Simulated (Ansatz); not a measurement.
# H2Zr: the cost of one run

Method: def2-QZVPP, core rule «outside noble gas», up to 4 orbitals frozen; program: Ansatz 0.2.0, Gaussian basis.

The runs, in order: UHF; ROHF; CCSD(T) on UHF.

## (1) The system

The geometry is a PBE0/def2-TZVP stationary point (not a proven minimum) of the parent state, kept for this charge and spin. No spin-orbit coupling is included. Elements past krypton take def2 core potentials.

3 atoms, charge 1, spin multiplicity 4.

Atoms are counted from 1 here; the program's logs count them from 0.

Bond lengths: Zr1–H2 1.969 Å, Zr1–H3 1.969 Å. Angles: H2–Zr1–H3 180.0°.

## (2) UHF

in.yaml reads:

```yaml
crystal:
  periodic: [false, false, false]
  atoms:
    - {symbol: Zr, position_ang: [0.000000, 0.000000, 0.000000]}
    - {symbol: H, position_ang: [0.000000, 0.000000, -1.968800]}
    - {symbol: H, position_ang: [0.000000, 0.000000, 1.968800]}
basis:
  gaussian: {orbitals: "def2-QZVPP.json"}
total_charge: 1
magnetization: {spin_polarized: true, initial_magnetization: 3}
hamiltonian: {xc: hf}
output: {orbitals: {seedname: orbitals}}
```

On the command line:

```console
$ ansatz run in.yaml --threads 1 --pin off --events-out ev --progress --plain --max-ram 2816MiB --backend cpu
```

**Question.** How long does this run take on 1 thread of AMD EPYC 7R13, shared host, and how much memory does it need?

About 10 s, with a peak of 0.26 GiB.
